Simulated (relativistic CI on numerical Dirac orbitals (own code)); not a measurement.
# Tc⁺ (4d6) in crystal fields: levels and magnetism

How does a crystal field split the 4d6 shell of Tc⁺, and what follows for the ground state and χT? 6 fields tried.

The numbers are computed with relativistic CI on numerical Dirac orbitals (own code) version 1 (Dirac-Coulomb-Breit CI, KLI orbitals optimised for each configuration, model QED (radiative potential, 1s self-energy scaled to tabulated hydrogen-like ionisation energies), one configuration in a parametric crystal field), except any that are marked as measured or tabulated.

**1. The atom as given**

| Item | Value |
| --- | --- |
| ion | Tc⁺ (Tc II) |
| nuclear charge | 43 |
| electrons | 42 |
| open shell | 4d6 |
| Slater scale | 1 |
| field 1 (cm⁻¹) | D3d, 10Dq = 21950, Dsigma = -200, Dtau = -110 |
| field 2 (cm⁻¹) | Oh, 10Dq = 21750 |
| field 3 (cm⁻¹) | D3d, 10Dq = 8700, Dsigma = 960, Dtau = -370 |
| field 4 (cm⁻¹) | D4h, 10Dq = 10950, Ds = -1470, Dt = -620 |
| field 5 (cm⁻¹) | Td, 10Dq = -5100 |
| field 6 (cm⁻¹) | D4h, 10Dq = 15700, Ds = 1720, Dt = 490 |

Outer shells as boxes (Hund's rule):

[Kr] 4d6
```
[Kr] core
4d [↑↓][↑ ][↑ ][↑ ][↑ ]
```

**2. Field 1: D3d, 10Dq = 21950, Dsigma = -200, Dtau = -110**

Settings of the run:

```ini
atom Tc  Z=43  charge=1  electrons=42
nucleus A=97  rms_radius_fm=4.4112
hamiltonian dirac-coulomb  breit=on  qed=on  c_scale=1
orbitals kli  potential=per-configuration
slater_scale 1
correlation none
mixing on
configurations
  [Kr] 4d6
end
crystal_field D3d 10Dq=21950 Dsigma=-200 Dtau=-110
```

**3. Field 2: Oh, 10Dq = 21750**

Settings: those of step 2 with these lines changed.

```diff
@@ -10,2 +10,2 @@
 end
-crystal_field D3d 10Dq=21950 Dsigma=-200 Dtau=-110
+crystal_field Oh 10Dq=21750
```

**4. Field 3: D3d, 10Dq = 8700, Dsigma = 960, Dtau = -370**

Settings: those of step 3 with these lines changed.

```diff
@@ -10,2 +10,2 @@
 end
-crystal_field Oh 10Dq=21750
+crystal_field D3d 10Dq=8700 Dsigma=960 Dtau=-370
```

**5. Field 4: D4h, 10Dq = 10950, Ds = -1470, Dt = -620**

Settings: those of step 4 with these lines changed.

```diff
@@ -10,2 +10,2 @@
 end
-crystal_field D3d 10Dq=8700 Dsigma=960 Dtau=-370
+crystal_field D4h 10Dq=10950 Ds=-1470 Dt=-620
```

**6. Field 5: Td, 10Dq = -5100**

Settings: those of step 5 with these lines changed.

```diff
@@ -10,2 +10,2 @@
 end
-crystal_field D4h 10Dq=10950 Ds=-1470 Dt=-620
+crystal_field Td 10Dq=-5100
```

**7. Field 6: D4h, 10Dq = 15700, Ds = 1720, Dt = 490**

Settings: those of step 6 with these lines changed.

```diff
@@ -10,2 +10,2 @@
 end
-crystal_field Td 10Dq=-5100
+crystal_field D4h 10Dq=15700 Ds=1720 Dt=490
```

(Steps that only read results are left out.)

**Question.** What will these runs give? Wanted: ground spin.

The runs gave:

| field | ground state | degeneracy | S | J | first gap (cm⁻¹) | stabilisation (cm⁻¹) | χT at 2 K | χT at 300 K |
| --- | --- | --- | --- | --- | --- | --- | --- | --- |
| 1: D3d | A1 | 1 | 0.03 | 4.58 | 12951 | -25941 | 0.000 | 0.068 |
| 2: Oh | A1 | 1 | 0.03 | 4.58 | 13398 | -26475 | 0.000 | 0.067 |
| 3: D3d | A1 | 1 | 2.00 | 3.87 | 46 | -3204 | 0.279 | 4.418 |
| 4: D4h | A1 | 1 | 0.18 | 4.55 | 2847 | -9938 | 0.001 | 0.122 |
| 5: Td | A1 | 1 | 1.99 | 3.36 | 40 | -2531 | 0.263 | 3.487 |
| 6: D4h | A1 | 1 | 0.65 | 4.31 | 340 | -6215 | 0.003 | 1.708 |

χT is in cm³ K/mol; stabilisation counts from the free ion's lowest level; S and J come from the expectation values of their squares.

```
                           quantity                                                 value
ground spin (effective S from ⟨S²⟩)  1: 0.03, 2: 0.03, 3: 2.00, 4: 0.18, 5: 1.99, 6: 0.65
                        χT at 300 K                                0.07 to 4.42 cm³ K/mol
```

What this shows: The ground spin ranges from 0.03 to 2.00 over these fields. Fields 1, 2, 3, 4, 5, 6 leave a non-degenerate ground state well apart, so χT falls towards zero on cooling. The field is a set of parameters, without covalency or charge transfer.
